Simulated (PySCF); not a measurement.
**C3H7ClOSi: runs on many settings**

Aim: see how C3H7ClOSi (`Cl[Si@H]1CCCO1`) answers to the choice of functional, basis, grid and SCF options, and what happens with inputs that are wrong on purpose.

Computed with PySCF 2.14.0, with density-fitted response routines of our own, on a single molecule, in the gas phase or a continuum. Atoms count from 0, in the outputs and in this text.

## 1. The molecule as given

13 atoms, charge 0, multiplicity 1; geometry from: GFN2-xTB.

Bonds of the start (Å): Cl0–Si1 2.01, Si1–C2 1.90, C2–C3 1.53, C3–C4 1.53, C4–O5 1.41, O5–Si1 1.63, Si1–H6 1.46, C2–H7 1.09, C2–H8 1.09, C3–H9 1.09, C3–H10 1.09, C4–H11 1.10, C4–H12 1.09.

## 2. Nuclear shieldings: PBE0/pcSseg-1

The job: settings as JSON, then the geometry in Å.

```
{"job": {"kind": "nmr", "xc": "PBE0", "basis": "pcSseg-1"}, "charge": 0, "multiplicity": 1}
Cl     3.069862     0.595380     0.735015
Si     1.258095    -0.256898     0.846189
C     -0.224035     0.926536     0.671441
C     -1.138213     0.106070    -0.240106
C     -0.236600    -0.672313    -1.201777
O      0.930403    -1.084194    -0.521642
H      1.209285    -1.166912     1.981084
H     -0.729131     1.192227     1.595754
H      0.066549     1.856460     0.179904
H     -1.847513     0.722397    -0.791705
H     -1.698598    -0.608470     0.364671
H      0.065914    -0.043832    -2.046136
H     -0.730409    -1.565964    -1.590420
```

With the program's defaults for keys left out, this is: GIAO PBE0/pcSseg-1 NMR shielding, non-relativistic, gas phase.

Launch:

```
$ OMP_NUM_THREADS=1 python probes_run.py task.json out
```

One launch serves the whole session: the jobs run in the order shown.

The program printed:

```text
coarse grid: 11936 points
cycle   1  E = -942.8494276897  dE =  8.122e-01  |g| = 6.973e-01  |ddm| = 3.239e+00
cycle   2  E = -942.7335869838  dE =  1.158e-01  |g| = 1.058e+00  |ddm| = 1.537e+00
cycle   3  E = -942.9418013210  dE = -2.082e-01  |g| = 1.091e-01  |ddm| = 1.052e+00
cycle   4  E = -942.9440137255  dE = -2.212e-03  |g| = 3.841e-02  |ddm| = 1.241e-01
cycle   5  E = -942.9443475997  dE = -3.339e-04  |g| = 7.290e-03  |ddm| = 3.791e-02
cycle   6  E = -942.9443587101  dE = -1.111e-05  |g| = 2.456e-03  |ddm| = 9.061e-03
cycle   7  E = -942.9443600173  dE = -1.307e-06  |g| = 4.326e-04  |ddm| = 2.787e-03
final grid: 106112 points
cycle   8  E = -942.9891155029  dE = -2.223e-05  |g| = 1.024e-02  |ddm| = 1.900e-02
cycle   9  E = -942.9890928912  dE =  2.261e-05  |g| = 1.490e-02  |ddm| = 1.736e-02
cycle  10  E = -942.9891355157  dE = -4.262e-05  |g| = 1.275e-03  |ddm| = 1.098e-02
cycle  11  E = -942.9891358031  dE = -2.873e-07  |g| = 3.019e-04  |ddm| = 1.306e-03
cycle  12  E = -942.9891358227  dE = -1.966e-08  |g| = 4.892e-05  |ddm| = 2.943e-04
cycle  13  E = -942.9891358232  dE = -4.727e-10  |g| = 1.684e-05  |ddm| = 6.230e-05
converged SCF energy = -942.9891358232

GIAO shielding tensors (ppm)
atom      isotropic    diamagn.    paramagn.     s11        s22        s33       span
  0 Cl     912.763    1148.022    -235.259    791.207    935.590   1011.493    220.286
  1 Si     332.668     878.289    -545.621    281.248    345.767    370.989     89.741
  2 C      169.863     253.893     -84.030    157.336    171.299    180.955     23.619
  3 C      157.225     250.567     -93.342    133.707    163.582    174.387     40.679
  4 C      115.889     243.717    -127.828     78.183    107.706    161.778     83.595
  5 O      267.194     395.874    -128.680    203.366    270.109    328.107    124.741
  6 H       26.253      28.303      -2.050     22.002     24.277     32.481     10.479
  7 H       30.671      30.589       0.082     26.139     28.391     37.484     11.346
  8 H       30.818      31.375      -0.557     26.202     29.044     37.208     11.005
  9 H       29.726      30.473      -0.746     25.125     27.100     36.954     11.829
 10 H       29.897      31.412      -1.515     25.037     27.843     36.811     11.774
 11 H       27.608      29.811      -2.203     22.460     26.313     34.052     11.593
 12 H       27.362      28.653      -1.292     22.493     26.293     33.299     10.805
```

It took 34 s on 1 thread of Arm Neoverse N1, shared host; peak memory 0.71 GiB.

Shifts follow as δ = σ(reference) − σ, with reference shieldings (ppm) from runs at the same level and on the same kind of geometry: ¹H TMS 31.72, ¹³C TMS 186.9, ²⁹Si TMS 349.2, ¹⁷O H2O 336.1, ³⁵Cl HCl 950. The references are single molecules in the gas phase, so shifts against H2O, NH3, PH3, H3PO4 or CFCl3 are not on the usual liquid scales and can be off by tens of ppm.

```
atoms                                                     environment  σ (ppm)  δ (ppm)  δ scaled to CDCl3
   C4                                             sp3 CH2 bonded to O    115.9     71.0               67.4
   C3                                               sp3 CH2 in a ring    157.2     29.7               27.1
   C2                                            sp3 CH2 bonded to Si    169.9     17.1               14.7
   H6  hydrogen on a silicon bonded to C, Cl, O, in a 5-membered ring    26.25     5.46                  –
  H12                              hydrogen on an sp3 CH2 bonded to O    27.36     4.36               4.21
  H11                              hydrogen on an sp3 CH2 bonded to O    27.61     4.11               3.98
   H9                                hydrogen on an sp3 CH2 in a ring    29.73     1.99               1.98
  H10                                hydrogen on an sp3 CH2 in a ring    29.90     1.82               1.82
   H7                             hydrogen on an sp3 CH2 bonded to Si    30.67     1.05               1.09
   H8                             hydrogen on an sp3 CH2 bonded to Si    30.82     0.90               0.95
  Cl0                                           chlorine bonded to Si      913       37                  –
  Si1             silicon bonded to C, Cl, O, H, in a 5-membered ring    332.7     16.5                  –
   O5                    oxygen bonded to C, Si, in a 5-membered ring    267.2     68.9                  –
```

The scaled column applies a straight-line fit of computed shieldings to shifts measured in CDCl3, with any fitted terms for Cl, Br or S neighbours (root-mean-square error 0.16 ppm for H, 1.9 ppm for C).

Charges from the same density, by scheme (e):

```
atoms  Mulliken    IAO  Hirshfeld  ESP fit
  Cl0     -0.31  -0.30      -0.12    -0.17
  Si1      0.96   1.13       0.41     0.45
   C2     -0.55  -0.57      -0.17    -0.24
   C3     -0.29  -0.27      -0.07     0.06
   C4      0.10  -0.05       0.01     0.04
   O5     -0.61  -0.66      -0.24    -0.38
```

Mayer bond orders: Cl0–Si1 1.02, Si1–C2 0.91, C2–C3 1.02, C3–C4 1.03, C4–O5 0.88, O5–Si1 1.02.

Ring of atoms Si1, C2, C3, C4, O5: NICS(0) -5.7, NICS(1) -3.2, NICS(1)zz -3.3 ppm (means of both faces). The ring holds saturated atoms, so no π current runs round it: these values come from its σ bonds, any local π bonds and neighbouring rings, and say nothing of aromaticity.

The fields below are evaluated on a grid from the run's orbitals.

Frontier orbitals at PBE0/pcSseg-1, with the share of their density that lies nearest to each atom:

```
orbital  energy (eV)                                    lies on
   HOMO        -8.07  O5 41 %; H6, H11 about 10 % each; Cl0 9 %
   LUMO         0.80                Si1 25 %; H6 19 %; Cl0 15 %
```

ELF in a plane through or near 6 of the atoms.

Values, 10 rows by 14 columns:
```
0.00 0.00 0.00 0.00 0.00 0.00 0.00 0.00 0.00 0.00 0.00 0.00 0.00 0.00
0.00 0.00 0.00 0.00 0.00 0.00 0.00 0.00 0.00 0.00 0.00 0.00 0.00 0.00
0.00 0.00 0.01 0.04 0.00 0.07 0.60 0.38 0.02 0.51 0.09 0.00 0.00 0.00
0.00 0.04 0.40 0.42 0.14 0.25 0.53 0.75 0.72 0.99 0.89 0.00 0.00 0.00
0.00 0.17 0.57 0.56 0.24 0.69 0.65 0.37 0.49 0.38 0.05 0.00 0.00 0.00
0.00 0.05 0.33 0.25 0.15 0.16 0.80 0.47 0.26 0.51 0.22 0.00 0.00 0.00
0.00 0.00 0.01 0.01 0.10 0.49 0.54 0.64 0.50 0.90 0.82 0.01 0.00 0.00
0.00 0.00 0.00 0.00 0.02 0.63 1.00 0.89 0.04 0.15 0.08 0.00 0.00 0.00
0.00 0.00 0.00 0.00 0.00 0.10 0.74 0.30 0.00 0.00 0.00 0.00 0.00 0.00
0.00 0.00 0.00 0.00 0.00 0.00 0.00 0.00 0.00 0.00 0.00 0.00 0.00 0.00
```
The map spans 11.1 Å across and 9.3 Å up, centred on the molecule. Atoms in the plane (x, y in Å): Si1 (-1.5, 0.3), C3 (1.0, -0.5), C4 (1.0, 1.0), O5 (-0.3, 1.5), H7 (-0.5, -2.0), H12 (1.7, 1.6).

On the surface of density 0.002 e/bohr³ the electrostatic potential runs, from the 1st to the 99th percentile, from -1.37 V near O5 to 1.11 V near H6.

## 3. Excited states and response: PBE0/def2-SVPD

Same as in step 2 but for these lines:

```diff
@@ -1,2 +1,2 @@
-{"job": {"kind": "nmr", "xc": "PBE0", "basis": "pcSseg-1"}, "charge": 0, "multiplicity": 1}
+{"job": {"kind": "uv", "xc": "PBE0", "basis": "def2-SVPD", "nstates": 6, "ntriplets": 2}, "charge": 0, "multiplicity": 1}
 Cl     3.069862     0.595380     0.735015
```

Method: TDDFT PBE0/def2-SVPD, vertical, gas phase, core orbitals frozen in the response.

The program printed:

```text
coarse grid: 11936 points
cycle   1  E = -942.4814710828  dE =  7.624e-01  |g| = 6.566e-01  |ddm| = 4.920e+00
cycle   2  E = -942.3588971023  dE =  1.226e-01  |g| = 1.032e+00  |ddm| = 1.893e+00
cycle   3  E = -942.5684867953  dE = -2.096e-01  |g| = 1.063e-01  |ddm| = 1.120e+00
cycle   4  E = -942.5707156695  dE = -2.229e-03  |g| = 3.751e-02  |ddm| = 1.901e-01
cycle   5  E = -942.5710678393  dE = -3.522e-04  |g| = 7.594e-03  |ddm| = 6.023e-02
cycle   6  E = -942.5710812704  dE = -1.343e-05  |g| = 1.966e-03  |ddm| = 1.591e-02
cycle   7  E = -942.5710822949  dE = -1.025e-06  |g| = 4.097e-04  |ddm| = 3.704e-03
final grid: 106112 points
cycle   8  E = -942.6854298966  dE = -1.830e-05  |g| = 9.285e-03  |ddm| = 7.303e-02
cycle   9  E = -942.6854089074  dE =  2.099e-05  |g| = 1.387e-02  |ddm| = 2.413e-02
cycle  10  E = -942.6854482403  dE = -3.933e-05  |g| = 1.164e-03  |ddm| = 1.490e-02
cycle  11  E = -942.6854485384  dE = -2.981e-07  |g| = 1.713e-04  |ddm| = 1.430e-03
cycle  12  E = -942.6854485450  dE = -6.613e-09  |g| = 4.740e-05  |ddm| = 3.865e-04
cycle  13  E = -942.6854485455  dE = -5.482e-10  |g| = 1.469e-05  |ddm| = 1.042e-04
converged SCF energy = -942.6854485455

Static polarisability (au): isotropic 73.370, principal 66.036 67.312 86.763

Singlet excitations
state   eV       nm        f      main configurations
  1   7.2829    170.2   0.01313   H->L 0.89
  2   7.5249    164.8   0.01992   H->L+2 0.57, H->L+1 0.33
  3   7.6468    162.1   0.01033   H->L+1 0.54, H->L+2 0.35
  4   7.9565    155.8   0.02519   H-1->L 0.90
  5   8.1718    151.7   0.04246   H-1->L+1 0.56, H-1->L+2 0.35
  6   8.2369    150.5   0.01216   H-1->L+2 0.43, H->L+3 0.34, H-1->L+1 0.12

Triplet excitations (Tamm-Dancoff, eV): 6.9651 7.1565
```

It took 45 s on 1 thread of Arm Neoverse N1, shared host; peak memory 0.78 GiB.

The orbitals next to the gap, with their largest atomic shares:

```
orbital     eV                        atoms
 HOMO−3  -9.58   Cl0 61 %, O5 11 %, Si1 8 %
 HOMO−2  -9.12   O5 33 %, Cl0 22 %, C4 13 %
 HOMO−1  -8.69   O5 22 %, C2 20 %, Cl0 19 %
   HOMO  -8.07   O5 37 %, Si1 10 %, C4 10 %
   LUMO   0.46  Si1 16 %, C3 14 %, Cl0 10 %
 LUMO+1   0.66  Si1 30 %, Cl0 27 %, C2 11 %
 LUMO+2   0.84  Si1 30 %, Cl0 29 %, O5 14 %
```

With each of the 6 states as a Gaussian band of 0.4 eV half-width at 1/e, the curve within the window shown has maxima at 154 nm (ε 3,200) L/(mol cm). Beyond the last state computed it falls off for lack of states. The curve at chosen wavelengths:

(nm, ε (L/mol/cm)): (145, 1156), (147, 1845), (148, 2197), (150, 2804), (151, 3020), (153, 3232), (155, 3175), (156, 3076), (158, 2814), (159, 2674), (161, 2415), (163, 2187), (164, 2079), (166, 1857), (167, 1739), (169, 1483), (171, 1212), (172, 1076), (174, 816), (175, 698), (177, 490), (179, 327), (180, 263), (182, 163), (183, 126), (185, 73)

Leading natural transition orbitals of singlet state 5: the hole lies on O5 25 %; Cl0 24 %; C2 18 %; the particle on H6 28 %; Si1 22 %; H7 14 %.

Leading natural transition orbitals of singlet state 1: the hole lies on O5 38 %; H6 12 %; C2 11 %; the particle on H6 19 %; Si1 17 %; H10 12 %.

Further results of this job:

```
           property  computed
  dipole moment (D)      2.52
polarisability (Å³)     10.87
 HOMO–LUMO gap (eV)      8.53
      −ε(HOMO) (eV)      8.07
```

## 4. Nuclear shieldings: PBE0/pcSseg-1

Same as in step 3 but for these lines:

```diff
@@ -1,2 +1,2 @@
-{"job": {"kind": "uv", "xc": "PBE0", "basis": "def2-SVPD", "nstates": 6, "ntriplets": 2}, "charge": 0, "multiplicity": 1}
+{"job": {"kind": "nmr", "xc": "PBE0", "basis": "pcSseg-1", "pop": true}, "charge": 0, "multiplicity": 1}
 Cl     3.069862     0.595380     0.735015
```

Level: GIAO PBE0/pcSseg-1 NMR shielding, non-relativistic, gas phase.

The program printed:

```text
coarse grid: 11936 points
cycle   1  E = -942.8494276897  dE =  8.122e-01  |g| = 6.973e-01  |ddm| = 3.239e+00
cycle   2  E = -942.7335869838  dE =  1.158e-01  |g| = 1.058e+00  |ddm| = 1.537e+00
cycle   3  E = -942.9418013210  dE = -2.082e-01  |g| = 1.091e-01  |ddm| = 1.052e+00
cycle   4  E = -942.9440137255  dE = -2.212e-03  |g| = 3.841e-02  |ddm| = 1.241e-01
cycle   5  E = -942.9443475997  dE = -3.339e-04  |g| = 7.290e-03  |ddm| = 3.791e-02
cycle   6  E = -942.9443587101  dE = -1.111e-05  |g| = 2.456e-03  |ddm| = 9.061e-03
cycle   7  E = -942.9443600173  dE = -1.307e-06  |g| = 4.326e-04  |ddm| = 2.787e-03
final grid: 106112 points
cycle   8  E = -942.9891155029  dE = -2.223e-05  |g| = 1.024e-02  |ddm| = 1.900e-02
cycle   9  E = -942.9890928912  dE =  2.261e-05  |g| = 1.490e-02  |ddm| = 1.736e-02
cycle  10  E = -942.9891355157  dE = -4.262e-05  |g| = 1.275e-03  |ddm| = 1.098e-02
cycle  11  E = -942.9891358031  dE = -2.873e-07  |g| = 3.019e-04  |ddm| = 1.306e-03
cycle  12  E = -942.9891358227  dE = -1.966e-08  |g| = 4.892e-05  |ddm| = 2.943e-04
cycle  13  E = -942.9891358232  dE = -4.727e-10  |g| = 1.684e-05  |ddm| = 6.230e-05
converged SCF energy = -942.9891358232

GIAO shielding tensors (ppm)
atom      isotropic    diamagn.    paramagn.     s11        s22        s33       span
  0 Cl     912.763    1148.022    -235.259    791.207    935.590   1011.493    220.286
  1 Si     332.668     878.289    -545.621    281.248    345.767    370.989     89.741
  2 C      169.863     253.893     -84.030    157.336    171.299    180.955     23.619
  3 C      157.225     250.567     -93.342    133.707    163.582    174.387     40.679
  4 C      115.889     243.717    -127.828     78.183    107.706    161.778     83.595
  5 O      267.194     395.874    -128.680    203.366    270.109    328.107    124.741
  6 H       26.253      28.303      -2.050     22.002     24.277     32.481     10.479
  7 H       30.671      30.589       0.082     26.139     28.391     37.484     11.346
  8 H       30.818      31.375      -0.557     26.202     29.044     37.208     11.005
  9 H       29.726      30.473      -0.746     25.125     27.100     36.954     11.829
 10 H       29.897      31.412      -1.515     25.037     27.843     36.811     11.774
 11 H       27.608      29.811      -2.203     22.460     26.313     34.052     11.593
 12 H       27.362      28.653      -1.292     22.493     26.293     33.299     10.805
```

Run time: 26 s. Hardware: 1 thread of Arm Neoverse N1, shared host; peak memory 0.69 GiB.

Key values: δ C4 71.0, C3 29.7, C2 17.1, Cl0 37, H6 5.46, H12 4.36 ppm.

## 5. Shielding tensors: PBE0/pcSseg-1 in acetone

Same as in step 4 but for these lines:

```diff
@@ -1,2 +1,2 @@
-{"job": {"kind": "nmr", "xc": "PBE0", "basis": "pcSseg-1", "pop": true}, "charge": 0, "multiplicity": 1}
+{"job": {"kind": "nmr", "xc": "PBE0", "basis": "pcSseg-1", "solvent": "acetone", "pop": false}, "charge": 0, "multiplicity": 1}
 Cl     3.069862     0.595380     0.735015
```

With the program's defaults for keys left out, this is: GIAO PBE0/pcSseg-1 NMR shielding, non-relativistic, IEF-PCM acetone.

The program printed:

```text
coarse grid: 11936 points
cycle   1  E = -942.8585855756  dE =  8.035e-01  |g| = 6.868e-01  |ddm| = 3.238e+00
cycle   2  E = -942.7630585302  dE =  9.553e-02  |g| = 1.002e+00  |ddm| = 1.390e+00
cycle   3  E = -942.9474160982  dE = -1.844e-01  |g| = 9.707e-02  |ddm| = 9.173e-01
cycle   4  E = -942.9491329978  dE = -1.717e-03  |g| = 3.358e-02  |ddm| = 1.051e-01
cycle   5  E = -942.9493806164  dE = -2.476e-04  |g| = 6.833e-03  |ddm| = 3.075e-02
cycle   6  E = -942.9493903282  dE = -9.712e-06  |g| = 2.215e-03  |ddm| = 7.976e-03
final grid: 106112 points
cycle   7  E = -942.9941163664  dE = -1.907e-05  |g| = 1.162e-02  |ddm| = 2.014e-02
cycle   8  E = -942.9940895607  dE =  2.681e-05  |g| = 1.652e-02  |ddm| = 1.983e-02
cycle   9  E = -942.9941443584  dE = -5.480e-05  |g| = 1.292e-03  |ddm| = 1.179e-02
cycle  10  E = -942.9941446715  dE = -3.131e-07  |g| = 2.746e-04  |ddm| = 1.238e-03
cycle  11  E = -942.9941446861  dE = -1.460e-08  |g| = 4.150e-05  |ddm| = 2.492e-04
cycle  12  E = -942.9941446864  dE = -2.997e-10  |g| = 1.630e-05  |ddm| = 4.556e-05
converged SCF energy = -942.9941446864

GIAO shielding tensors (ppm)
atom      isotropic    diamagn.    paramagn.     s11        s22        s33       span
  0 Cl     920.500    1148.287    -227.788    800.303    944.682   1016.513    216.210
  1 Si     330.401     878.488    -548.087    278.917    341.730    370.555     91.638
  2 C      169.845     253.959     -84.114    156.591    171.686    181.258     24.667
  3 C      157.782     250.492     -92.710    134.008    164.440    174.899     40.891
  4 C      115.405     244.234    -128.829     76.627    106.968    162.620     85.993
  5 O      271.903     397.184    -125.282    210.254    274.772    330.682    120.427
  6 H       26.234      28.312      -2.078     21.999     24.230     32.472     10.473
  7 H       30.451      30.339       0.112     25.858     28.099     37.396     11.538
  8 H       30.644      31.180      -0.536     25.965     28.865     37.101     11.136
  9 H       29.562      30.219      -0.657     24.907     26.850     36.930     12.023
 10 H       29.732      31.223      -1.490     24.845     27.632     36.720     11.875
 11 H       27.503      29.776      -2.273     22.308     26.225     33.975     11.667
 12 H       27.258      28.640      -1.383     22.331     26.207     33.235     10.903
```

Run time: 23 s. Hardware: 1 thread of Arm Neoverse N1, shared host; peak memory 0.84 GiB.

Key values: σ C4 115.4, C3 157.8, C2 169.8, Cl0 920, H6 26.23, H12 27.26 ppm.

## 6. Shielding tensors: TPSS/STO-3G

Same as in step 5 but for these lines:

```diff
@@ -1,2 +1,2 @@
-{"job": {"kind": "nmr", "xc": "PBE0", "basis": "pcSseg-1", "solvent": "acetone", "pop": false}, "charge": 0, "multiplicity": 1}
+{"job": {"kind": "nmr", "xc": "TPSS", "basis": "STO-3G", "pop": true, "scf": {"guess": "random", "max_cycle": 90}}, "charge": 0, "multiplicity": 1}
 Cl     3.069862     0.595380     0.735015
```

With the program's defaults for keys left out, this is: TPSS/STO-3G.

The program printed:

```text
NotImplementedError: meta-GGA GIAO
```

Wall time 16 s (1 thread of Arm Neoverse N1, shared host); peak memory 0.34 GiB.

Why it failed: This response code has no terms for the kinetic-energy density, so it refuses meta-GGA functionals here. Cure: take a GGA or a hybrid, or another code.

## 7. Summary of results

```
                                                                  quantity                                            value
                                    ¹³C shifts against TMS (PBE0/pcSseg-1)                             71.0, 29.7, 17.1 ppm
                                     ¹H shifts against TMS (PBE0/pcSseg-1)     5.46, 4.36, 4.11, 1.99, 1.82, 1.05, 0.90 ppm
                                   ³⁵Cl shifts against HCl (PBE0/pcSseg-1)                                           37 ppm
                                   ²⁹Si shifts against TMS (PBE0/pcSseg-1)                                         16.5 ppm
                                    ¹⁷O shifts against H2O (PBE0/pcSseg-1)                                         68.9 ppm
potential on the surface of density 0.002 e/bohr³, 1st and 99th percentile                               -1.37 V and 1.11 V
                                           lowest singlet (PBE0/def2-SVPD)                      7.28 eV (170 nm), f = 0.013
                                  brightest single state of those computed                      state 5, 8.17 eV, f = 0.042
                                                            lowest triplet                                          6.97 eV
                                             property runs in this session  5, of which 1 failed and 0 gave unsound results
```

Single values in the summary come from the first sound run of each kind (PBE0/pcSseg-1; PBE0/def2-SVPD), which need not be the best level. C4 (sp3 CH2 bonded to O) lies farthest downfield among carbon, at 71.0 ppm; deshielded by the electronegative neighbour. At PBE0/pcSseg-1: The widest tensor belongs to Cl0: span 220 ppm, with a paramagnetic part of -235 ppm. The first singlet state (HOMO→LUMO 0.89) lies at 7.28 eV and is weak; of the 6 states computed, the strongest absorption comes from state 5 at 8.17 eV. The lowest triplet lies 0.32 eV below the lowest singlet (triplets in Tamm-Dancoff, singlets in full TDDFT). At PBE0/def2-SVPD, states above −ε(HOMO) (8.07 eV) lie where TDDFT describes them poorly and they hang on the basis; the brightest is among them.
